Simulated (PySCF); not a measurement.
**Bi2N2: how settings move a single point**

Aim: repeat the single point on relaxed Bi2N2 with altered settings, some of them bad on purpose. The structure is generated, not taken from experiment.

Program: PySCF 2.14.0. Level of theory: PBE0, Bi def2-SVP with ECP60, N def2-SVP; scalar-relativistic core potentials, no spin–orbit coupling. These are calculated values, not measurements.

2 further runs of the same task are left out: 2 for a known fault of the program.

### 1 Where the work starts

4 atoms, charge 0, spin multiplicity 1.

Bond lengths: Bi1–Bi2 3.084 Å, Bi1–N3 2.046 Å, Bi1–N4 2.248 Å, Bi2–N3 2.248 Å, Bi2–N4 2.046 Å. Angles: Bi2–Bi1–N3 46.8°, Bi2–Bi1–N4 41.5°, N3–Bi1–N4 88.3°, Bi1–Bi2–N3 41.5°, Bi1–Bi2–N4 46.8°, N3–Bi2–N4 88.3°, Bi1–N3–Bi2 91.7°, Bi1–N4–Bi2 91.7°.

As a file:

```mol
Bi2N2
  3D, bonds by distance, orders not assigned

  4  5  0  0  0  0  0  0  0  0999 V2000
   -0.0456   -0.0000    1.5415 Bi  0  0
    0.0456    0.0000   -1.5415 Bi  0  0
    1.4858   -0.0000    0.1842 N   0  0
   -1.4858    0.0000   -0.1842 N   0  0
  1  2  8  0
  1  3  8  0
  1  4  8  0
  2  3  8  0
  2  4  8  0
M  END
```

Formal oxidation states: Bi +3. An earlier session relaxed this geometry at PBE0, Bi def2-SVP with ECP60, N def2-SVP (singlet, point group C2h).

The sound run used a (50, 194) grid (finer on f atoms), a threshold of 1e-8 and at most 55 cycles, and ended at -538.402155 Eh.

### 2 Altered run 1

File run.py (the lines that set the calculation):

```python
mol = gto.M(atom='''
Bi    -0.04564     0.00000     1.54155
Bi     0.04564     0.00000    -1.54155
N      1.48577     0.00000     0.18420
N     -1.48577     0.00000    -0.18420''',
    basis={'Bi': 'def2-SVP', 'N': 'def2-SVP'},
    ecp={'Bi': 'def2-SVP'},
    charge=0, spin=0)
mf = dft.RKS(mol, xc='PBE0')
mf.grids.atom_grid = (30, 86)
mf = mf.density_fit()  # fitting sets: Bi def2-universal-JKFIT, N def2-universal-JKFIT
mf.conv_tol = 1e-08; mf.max_cycle = 55
mf.kernel(dm0)  # dm0: free metal ions and neutral atoms
```

Command:

```console
> OMP_NUM_THREADS=2 python run.py
```

Log:

```text
init E= -546.204644395419
  HOMO = -0.0200182954099422  LUMO = 0.0869536830595461  gap/eV = 2.91086
cycle= 1 E= -533.804498162382  delta_E= 12.4  |g|= 3.04  |ddm|= 4.94
  HOMO = -0.622448220190286  LUMO = -0.350832096160442  gap/eV = 7.39105
cycle= 2 E= -527.584434824087  delta_E= 6.22  |g|= 5.42  |ddm|= 8.23
  HOMO = -0.378548196288751  LUMO = -0.171344134508098  gap/eV = 5.63831
cycle= 3 E= -536.455442838502  delta_E= -8.87  |g|= 2.57  |ddm|= 4.86
  HOMO = -0.3369709295461  LUMO = -0.159822100811938  gap/eV = 4.82047
cycle= 4 E= -537.431240679382  delta_E= -0.976  |g|= 1.87  |ddm|= 1.08
  HOMO = -0.279250165822558  LUMO = -0.130269577248983  gap/eV = 4.05397
cycle= 5 E= -538.039413695148  delta_E= -0.608  |g|= 1.13  |ddm|= 0.848
  HOMO = -0.227258317732623  LUMO = -0.140369880173548  gap/eV = 2.36435
cycle= 6 E= -538.376807117025  delta_E= -0.337  |g|= 0.265  |ddm|= 0.887
  HOMO = -0.195411743886884  LUMO = -0.122786093046303  gap/eV = 1.97624
cycle= 7 E= -538.400316756745  delta_E= -0.0235  |g|= 0.065  |ddm|= 0.442
  HOMO = -0.204576852163019  LUMO = -0.125282536224917  gap/eV = 2.15771
cycle= 8 E= -538.401474896805  delta_E= -0.00116  |g|= 0.0371  |ddm|= 0.0985
  HOMO = -0.206660717224423  LUMO = -0.124738534101169  gap/eV = 2.22922
cycle= 9 E= -538.401839134529  delta_E= -0.000364  |g|= 0.0179  |ddm|= 0.039
  HOMO = -0.209323012487142  LUMO = -0.124719039885839  gap/eV = 2.30219
cycle= 10 E= -538.401967424219  delta_E= -0.000128  |g|= 0.000758  |ddm|= 0.0466
  HOMO = -0.209398416783246  LUMO = -0.124679014551802  gap/eV = 2.30533
cycle= 11 E= -538.401967998291  delta_E= -5.74e-07  |g|= 0.000313  |ddm|= 0.00367
  HOMO = -0.209446689257676  LUMO = -0.124673568044539  gap/eV = 2.30679
cycle= 12 E= -538.401968061521  delta_E= -6.32e-08  |g|= 0.000188  |ddm|= 0.00166
  HOMO = -0.209432447682541  LUMO = -0.124676337782029  gap/eV = 2.30633
cycle= 13 E= -538.4019680719  delta_E= -1.04e-08  |g|= 3.21e-05  |ddm|= 0.00026
  HOMO = -0.209431485543754  LUMO = -0.124676687095999  gap/eV = 2.30630
cycle= 14 E= -538.401968072212  delta_E= -3.12e-10  |g|= 6.68e-06  |ddm|= 5.12e-05
  HOMO = -0.209431934953515  LUMO = -0.124676696273053  gap/eV = 2.30631
Extra cycle  E= -538.40196807195  delta_E= 2.63e-10  |g|= 3.27e-05  |ddm|= 3.18e-05
converged SCF energy = -538.40196807195
```

It took 2.4 s on 2 threads of Arm Neoverse V1, shared host.

Changed: the integration grid, to (30, 86). It converges in 14 cycles, +0.005 eV from the sound run, with a largest force component of 0.03 eV/Å. The result survives the change.

### 3 Altered run 2

run.py (the lines that set the calculation), as its differences from that of step 2:

```diff
@@ -9,5 +9,5 @@
 mf = dft.RKS(mol, xc='PBE0')
-mf.grids.atom_grid = (30, 86)
+mf.grids.atom_grid = (50, 194)
 mf = mf.density_fit()  # fitting sets: Bi def2-universal-JKFIT, N def2-universal-JKFIT
-mf.conv_tol = 1e-08; mf.max_cycle = 55
+mf.conv_tol = 0.001; mf.max_cycle = 55
 mf.kernel(dm0)  # dm0: free metal ions and neutral atoms
```

Command:

```console
> OMP_NUM_THREADS=2 python run.py
```

Log:

```text
init E= -546.205003067298
  HOMO = -0.0200226256419995  LUMO = 0.0868272574803957  gap/eV = 2.90753
cycle= 1 E= -533.806256418351  delta_E= 12.4  |g|= 3.04  |ddm|= 4.94
  HOMO = -0.622254632284474  LUMO = -0.350700170786794  gap/eV = 7.38937
cycle= 2 E= -527.585011282619  delta_E= 6.22  |g|= 5.42  |ddm|= 8.23
  HOMO = -0.378563160839844  LUMO = -0.171261386008544  gap/eV = 5.64097
cycle= 3 E= -536.456073959366  delta_E= -8.87  |g|= 2.57  |ddm|= 4.86
  HOMO = -0.336982443811197  LUMO = -0.15982000957225  gap/eV = 4.82084
cycle= 4 E= -537.431576928708  delta_E= -0.976  |g|= 1.87  |ddm|= 1.08
  HOMO = -0.279273180170671  LUMO = -0.130250859416293  gap/eV = 4.05510
cycle= 5 E= -538.039092771118  delta_E= -0.608  |g|= 1.13  |ddm|= 0.846
  HOMO = -0.227260667552498  LUMO = -0.140366933143287  gap/eV = 2.36450
cycle= 6 E= -538.376821636981  delta_E= -0.338  |g|= 0.266  |ddm|= 0.886
  HOMO = -0.195278588089418  LUMO = -0.122768357483487  gap/eV = 1.97310
cycle= 7 E= -538.400508659286  delta_E= -0.0237  |g|= 0.0649  |ddm|= 0.443
  HOMO = -0.204436581516785  LUMO = -0.1252667044792  gap/eV = 2.15432
cycle= 8 E= -538.401662000567  delta_E= -0.00115  |g|= 0.0371  |ddm|= 0.0985
  HOMO = -0.20651870175499  LUMO = -0.124722561912916  gap/eV = 2.22579
cycle= 9 E= -538.402026285808  delta_E= -0.000364  |g|= 0.0179  |ddm|= 0.0389
  HOMO = -0.212712309117718  LUMO = -0.125322984756709  gap/eV = 2.37798
Extra cycle  E= -538.401293174904  delta_E= 0.000733  |g|= 0.055  |ddm|= 0.0692
converged SCF energy = -538.401293174904
```

Run time: 2.6 s. Hardware: 2 threads of Arm Neoverse V1, shared host.

Changed: the SCF threshold (0.001). It converges in 9 cycles, +0.023 eV from the sound run, with a largest force component of 0.10 eV/Å. The setting is unsound, so these numbers aren't the compound's.

### 4 Altered run 3

run.py (the lines that set the calculation), as its differences from that of step 3:

```diff
@@ -11,3 +11,3 @@
 mf = mf.density_fit()  # fitting sets: Bi def2-universal-JKFIT, N def2-universal-JKFIT
-mf.conv_tol = 0.001; mf.max_cycle = 55
-mf.kernel(dm0)  # dm0: free metal ions and neutral atoms
+mf.conv_tol = 1e-08; mf.max_cycle = 59
+mf.kernel(dm0)  # dm0: core Hamiltonian
```

Command:

```console
> OMP_NUM_THREADS=2 python run.py
```

Log:

```text
init E= -519.392677010022
  HOMO = 0.287468037293172  LUMO = 0.483216390737913  gap/eV = 5.32658
cycle= 1 E= -519.729767599343  delta_E= -0.337  |g|= 6.51  |ddm|= 26.2
  HOMO = -1.95505056327637  LUMO = -1.35401068429412  gap/eV = 16.35513
cycle= 2 E= -523.862254076797  delta_E= -4.13  |g|= 5.73  |ddm|= 23.7
  HOMO = -0.299672056111032  LUMO = -0.248888989426538  gap/eV = 1.38188
cycle= 3 E= -535.058440675146  delta_E= -11.2  |g|= 2.97  |ddm|= 9.49
  HOMO = -0.36998445624441  LUMO = -0.143345789989038  gap/eV = 6.16715
cycle= 4 E= -536.169731051049  delta_E= -1.11  |g|= 2.79  |ddm|= 6.71
  HOMO = -0.286458565678229  LUMO = -0.117085204679352  gap/eV = 4.60888
cycle= 5 E= -537.581160938472  delta_E= -1.41  |g|= 1.72  |ddm|= 1.29
  HOMO = -0.24977433945612  LUMO = -0.118363195143473  gap/eV = 3.57588
cycle= 6 E= -538.149637903387  delta_E= -0.568  |g|= 0.958  |ddm|= 0.844
  HOMO = -0.210066636230662  LUMO = -0.128422378195456  gap/eV = 2.22165
cycle= 7 E= -538.391929750993  delta_E= -0.242  |g|= 0.168  |ddm|= 0.769
  HOMO = -0.200055598684228  LUMO = -0.12451584596773  gap/eV = 2.05554
cycle= 8 E= -538.400659755448  delta_E= -0.00873  |g|= 0.0672  |ddm|= 0.303
  HOMO = -0.205302441552876  LUMO = -0.124715049223513  gap/eV = 2.19289
cycle= 9 E= -538.401865741849  delta_E= -0.00121  |g|= 0.0282  |ddm|= 0.0651
  HOMO = -0.207785091913753  LUMO = -0.124805754702916  gap/eV = 2.25798
cycle= 10 E= -538.402105500718  delta_E= -0.00024  |g|= 0.0112  |ddm|= 0.0393
  HOMO = -0.209254419566952  LUMO = -0.124725498311493  gap/eV = 2.30015
cycle= 11 E= -538.402154695502  delta_E= -4.92e-05  |g|= 0.000532  |ddm|= 0.0275
  HOMO = -0.20921454712516  LUMO = -0.124648582022184  gap/eV = 2.30116
cycle= 12 E= -538.402154989971  delta_E= -2.94e-07  |g|= 0.000499  |ddm|= 0.00262
  HOMO = -0.209307839123735  LUMO = -0.124658330786721  gap/eV = 2.30343
cycle= 13 E= -538.402155099691  delta_E= -1.1e-07  |g|= 0.000194  |ddm|= 0.00197
  HOMO = -0.209287487715399  LUMO = -0.124661292291329  gap/eV = 2.30280
cycle= 14 E= -538.40215511072  delta_E= -1.1e-08  |g|= 7.15e-06  |ddm|= 0.000288
  HOMO = -0.20928760653544  LUMO = -0.124660517065447  gap/eV = 2.30282
cycle= 15 E= -538.402155110753  delta_E= -3.32e-11  |g|= 2.43e-06  |ddm|= 2.76e-05
  HOMO = -0.209287165863507  LUMO = -0.124660490658689  gap/eV = 2.30281
Extra cycle  E= -538.40215511073  delta_E= 2.32e-11  |g|= 9.61e-06  |ddm|= 1.11e-05
converged SCF energy = -538.40215511073
```

Wall time 2.9 s (2 threads of Arm Neoverse V1, shared host).

Changed: the starting guess (bare core Hamiltonian); the cycle limit is 59. It converges in 15 cycles, at the sound run's energy within 0.001 eV, with a largest force component of 0.01 eV/Å. The result survives the change.

### 5 Altered run 4

File run.py (the lines that set the calculation):

```python
mol = gto.M(atom='''
Bi    -0.05112     0.00000     1.72653
Bi     0.05112     0.00000    -1.72653
N      1.66406     0.00000     0.20630
N     -1.66406     0.00000    -0.20630''',
    basis={'Bi': 'def2-SVP', 'N': 'def2-SVP'},
    ecp={'Bi': 'def2-SVP'},
    charge=0, spin=0)
mf = dft.RKS(mol, xc='PBE0')
mf.grids.atom_grid = (50, 194)
mf = mf.density_fit()  # fitting sets: Bi def2-universal-JKFIT, N def2-universal-JKFIT
mf.conv_tol = 1e-08; mf.max_cycle = 55
mf.kernel(dm0)  # dm0: free metal ions and neutral atoms
```

Command:

```console
> OMP_NUM_THREADS=2 python run.py
```

Log:

```text
init E= -545.713946114335
  HOMO = -0.0665420828168912  LUMO = 0.122387390458212  gap/eV = 5.14103
cycle= 1 E= -533.090603164866  delta_E= 12.6  |g|= 2.94  |ddm|= 4.48
  HOMO = -0.547706195047958  LUMO = -0.2884535250587  gap/eV = 7.05462
cycle= 2 E= -526.325096943663  delta_E= 6.77  |g|= 5.53  |ddm|= 8.16
  HOMO = -0.438537604981314  LUMO = -0.161886431594635  gap/eV = 7.52806
cycle= 3 E= -534.629707680099  delta_E= -8.3  |g|= 3.34  |ddm|= 4.35
  HOMO = -0.388906133670334  LUMO = -0.161045394157018  gap/eV = 6.20041
cycle= 4 E= -535.946125009713  delta_E= -1.32  |g|= 2.76  |ddm|= 0.959
  HOMO = -0.343672954966317  LUMO = -0.138329988749078  gap/eV = 5.58767
cycle= 5 E= -536.828611019298  delta_E= -0.882  |g|= 2.21  |ddm|= 0.76
  HOMO = -0.286212902166381  LUMO = -0.146736243921643  gap/eV = 3.79535
cycle= 6 E= -537.771095696361  delta_E= -0.942  |g|= 1.35  |ddm|= 0.839
  HOMO = -0.196674386423481  LUMO = -0.137260345712214  gap/eV = 1.61674
cycle= 7 E= -538.32425146639  delta_E= -0.553  |g|= 0.246  |ddm|= 1.18
  HOMO = -0.203705659099139  LUMO = -0.138243834358018  gap/eV = 1.78131
cycle= 8 E= -538.341796812275  delta_E= -0.0175  |g|= 0.0657  |ddm|= 0.368
  HOMO = -0.201035183085577  LUMO = -0.131788585009216  gap/eV = 1.88430
cycle= 9 E= -538.343249695453  delta_E= -0.00145  |g|= 0.0373  |ddm|= 0.125
  HOMO = -0.202678262368972  LUMO = -0.132751665459057  gap/eV = 1.90280
cycle= 10 E= -538.343520083579  delta_E= -0.00027  |g|= 0.0344  |ddm|= 0.0604
  HOMO = -0.203504791372522  LUMO = -0.132611620120256  gap/eV = 1.92910
cycle= 11 E= -538.343846791525  delta_E= -0.000327  |g|= 0.0191  |ddm|= 0.044
  HOMO = -0.204722230700084  LUMO = -0.13241897707613  gap/eV = 1.96747
cycle= 12 E= -538.343985336882  delta_E= -0.000139  |g|= 0.0028  |ddm|= 0.0519
  HOMO = -0.204661488182223  LUMO = -0.132417745774895  gap/eV = 1.96585
cycle= 13 E= -538.343987415079  delta_E= -2.08e-06  |g|= 0.00071  |ddm|= 0.00179
  HOMO = -0.204618404417333  LUMO = -0.132434903217233  gap/eV = 1.96421
cycle= 14 E= -538.343987574686  delta_E= -1.6e-07  |g|= 0.000102  |ddm|= 0.00119
  HOMO = -0.204609938092248  LUMO = -0.132435730644474  gap/eV = 1.96396
cycle= 15 E= -538.343987555707  delta_E= 1.9e-08  |g|= 0.000301  |ddm|= 0.000333
  HOMO = -0.204608224101979  LUMO = -0.132435231303351  gap/eV = 1.96393
cycle= 16 E= -538.34398758053  delta_E= -2.48e-08  |g|= 7.79e-06  |ddm|= 0.000258
  HOMO = -0.204608634373812  LUMO = -0.132435087690192  gap/eV = 1.96394
cycle= 17 E= -538.34398758059  delta_E= -6.07e-11  |g|= 3.86e-06  |ddm|= 3.67e-05
  HOMO = -0.204609750314005  LUMO = -0.132435219938413  gap/eV = 1.96397
Extra cycle  E= -538.34398758051  delta_E= 7.98e-11  |g|= 1.74e-05  |ddm|= 1.85e-05
converged SCF energy = -538.34398758051
```

Run time: 3 s. Hardware: 2 threads of Arm Neoverse V1, shared host.

Changed: the scale of all coordinates (1.12). It converges in 17 cycles, +1.583 eV from the sound run, with a largest force component of 4.05 eV/Å. The setting is unsound, so these numbers aren't the compound's.

### 6 Altered run 5

File run.py (the lines that set the calculation):

```python
mol = gto.M(atom='''
Bi    -0.04564     0.00000     1.54155
Bi    -0.01309     0.00000     0.44203
N      1.48577     0.00000     0.18420
N     -1.48577     0.00000    -0.18420''',
    basis={'Bi': 'def2-SVP', 'N': 'def2-SVP'},
    ecp={'Bi': 'def2-SVP'},
    charge=0, spin=0)
mf = dft.RKS(mol, xc='PBE0')
mf.grids.atom_grid = (50, 194)
mf = mf.density_fit()  # fitting sets: Bi def2-universal-JKFIT, N def2-universal-JKFIT
mf.conv_tol = 1e-08; mf.max_cycle = 71
mf.kernel(dm0)  # dm0: free metal ions and neutral atoms
```

Command:

```console
> OMP_NUM_THREADS=2 python run.py
```

Log:

```text
init E= -548.703423457304
  HOMO = -0.035545672031372  LUMO = 0.0236373451315216  gap/eV = 1.61045
cycle= 1 E= -521.828751185552  delta_E= 26.9  |g|= 3.03  |ddm|= 14.5
  HOMO = -0.48947330925132  LUMO = -0.413468550788954  gap/eV = 2.06819
cycle= 2 E= -517.549162223171  delta_E= 4.28  |g|= 4.92  |ddm|= 15.9
  HOMO = -0.312641816644446  LUMO = -0.18676101478216  gap/eV = 3.42539
cycle= 3 E= -524.408408997434  delta_E= -6.86  |g|= 1.11  |ddm|=   11
  HOMO = -0.218509220494886  LUMO = -0.12170917370433  gap/eV = 2.63406
cycle= 4 E= -524.750352250702  delta_E= -0.342  |g|= 0.487  |ddm|= 4.41
  HOMO = -0.207415970944648  LUMO = -0.117299517413745  gap/eV = 2.45219
cycle= 5 E= -524.683001602962  delta_E= 0.0674  |g|= 0.723  |ddm|= 2.35
  HOMO = -0.234943919977205  LUMO = -0.0976130679750238  gap/eV = 3.73696
cycle= 6 E= -524.810566619102  delta_E= -0.128  |g|= 0.0435  |ddm|= 1.48
  HOMO = -0.239590624354224  LUMO = -0.103761643273826  gap/eV = 3.69609
cycle= 7 E= -524.811134503666  delta_E= -0.000568  |g|= 0.0207  |ddm|= 0.292
  HOMO = -0.237547412561069  LUMO = -0.100906866977191  gap/eV = 3.71818
cycle= 8 E= -524.811262890785  delta_E= -0.000128  |g|= 0.00444  |ddm|= 0.0959
  HOMO = -0.237706565023629  LUMO = -0.10084857046478  gap/eV = 3.72410
cycle= 9 E= -524.811271718046  delta_E= -8.83e-06  |g|= 0.0019  |ddm|= 0.0283
  HOMO = -0.237704387840657  LUMO = -0.10082172943264  gap/eV = 3.72477
cycle= 10 E= -524.81127377354  delta_E= -2.06e-06  |g|= 0.000456  |ddm|= 0.0136
  HOMO = -0.237702120341712  LUMO = -0.100809471907366  gap/eV = 3.72504
cycle= 11 E= -524.811273897078  delta_E= -1.24e-07  |g|= 0.000145  |ddm|= 0.00369
  HOMO = -0.23769117696835  LUMO = -0.100805030137201  gap/eV = 3.72486
cycle= 12 E= -524.811273904852  delta_E= -7.77e-09  |g|= 4.57e-05  |ddm|= 0.000567
  HOMO = -0.237685203358877  LUMO = -0.100803109792411  gap/eV = 3.72475
Extra cycle  E= -524.811273902079  delta_E= 2.77e-09  |g|= 0.000123  |ddm|= 0.000516
converged SCF energy = -524.811273902079
```

Run time: 3.5 s. Hardware: 2 threads of Arm Neoverse V1, shared host.

Changed: one atom's place (atom 2 put 1.1 Å from the metal); the cycle limit is 71. It converges in 12 cycles, +369.827 eV from the sound run, with a largest force component of 1547.19 eV/Å. The setting is unsound, so these numbers aren't the compound's.

### 7 Side by side

| run | changed | ending | energy change (eV) | cycles | time | usable |
| --- | --- | --- | --- | --- | --- | --- |
| 1 | the integration grid | converged | +0.005 | 14 | 2.4 s | yes |
| 2 | the SCF threshold | converged | +0.023 | 9 | 2.6 s | no |
| 3 | the starting guess | converged | 0.000 | 15 | 2.9 s | yes |
| 4 | the scale of all coordinates | converged | +1.583 | 17 | 3 s | no |
| 5 | one atom's place | converged | +369.827 | 12 | 3.5 s | no |

2 of 5 altered runs give a usable result. 3 ended normally with numbers unfit to quote.
